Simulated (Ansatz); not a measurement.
# SiAsH₄ (quartet): the correlation ladder, cc-pVDZ

One table from this session's results is given with a row withheld; the runs are named, their logs left out.

The runs use Ansatz 0.2.0, Gaussian basis; cc-pVDZ, core rule «outside noble gas», up to 19 orbitals frozen.

The runs, in order: UHF; CCSD(T) on ROHF; CCSD(T) on UHF; BCCD(T) on ROHF; CISD; CCSDT(Q) on ROHF; CCSDT(Q) on UHF; CASSCF and NEVPT2, 11 electrons in 11 orbitals.

23 further runs of the same task are left out: 1 for a known fault of the program, 8 that didn't finish, 14 set aside as unsound or not needed.

**The geometry**

The geometry is a PBE0/def2-TZVP stationary point (not a proven minimum) of the parent state, kept for this charge and spin. No spin-orbit coupling is included. The filled d shell of As may be among the frozen orbitals whatever the setting's name suggests; the logs give the count.

6 atoms, charge 0, spin multiplicity 4.

Atoms are counted from 1 here; the program's logs count them from 0.

Bond lengths: Si1–As2 2.356 Å, Si1–H3 1.492 Å, Si1–H4 1.492 Å, As2–H5 1.521 Å, As2–H6 1.521 Å. Angles: As2–Si1–H3 109.0°, As2–Si1–H4 109.0°, H3–Si1–H4 108.3°, Si1–As2–H5 93.9°, Si1–As2–H6 93.9°, H5–As2–H6 93.1°.

Set-up of the first run:

in.yaml

```yaml
crystal:
  periodic: [false, false, false]
  atoms:
    - {symbol: Si, position_ang: [-0.124629, 0.000001, 1.681959]}
    - {symbol: As, position_ang: [0.057778, 0.000000, -0.667422]}
    - {symbol: H, position_ang: [0.561776, -1.209969, 2.222531]}
    - {symbol: H, position_ang: [0.561775, 1.209971, 2.222530]}
    - {symbol: H, position_ang: [-0.972792, -1.104005, -0.850585]}
    - {symbol: H, position_ang: [-0.972793, 1.104003, -0.850586]}
basis:
  gaussian: {orbitals: cc-pVDZ}
magnetization: {spin_polarized: true, initial_magnetization: 3}
hamiltonian: {xc: hf}
output: {orbitals: {seedname: orbitals}}
```

On the command line:

```sh
$ ansatz run in.yaml --threads 1 --pin off --events-out ev --progress --plain --max-ram 2393MiB
```

Steps of the session up to this table: UHF; CCSD(T) on ROHF; CCSD(T) on UHF; BCCD(T) on ROHF; CISD; CCSDT(Q) on ROHF; CCSDT(Q) on UHF; CASSCF and NEVPT2, 11 electrons in 11 orbitals.

One of the session's tables, all rows but one given; the rest of the session is left out.

```
        method  from UCCSDT(Q) (meV)
          ROHF               +6526.0
           UHF               +6354.5
          RMP2               +1421.5
          UMP2               +1423.9
          CISD                +772.1
         RCCSD                +229.0
         UCCSD                +221.8
      RCCSD(T)                     ?
      UCCSD(T)                 +53.8
       BCCD(T)                 +57.2
        RCCSDT                 +13.1
        UCCSDT                  +8.4
     RCCSDT(Q)                  +4.9
     UCCSDT(Q)                     0
CASSCF valence               +5027.7
NEVPT2 valence               +1206.7
```

Q: Estimate the row for RCCSD(T) from the others.

The run gave: from UCCSDT(Q) (meV): +57.4. In the column «from UCCSDT(Q) (meV)» it lies between BCCD(T) (+57.2) and UCCSD (+221.8).

To keep in mind: Restricted and unrestricted rows rest on different reference determinants; where their highest levels disagree by more than a few hundredths of an eV, they describe different states and don't form one ladder.
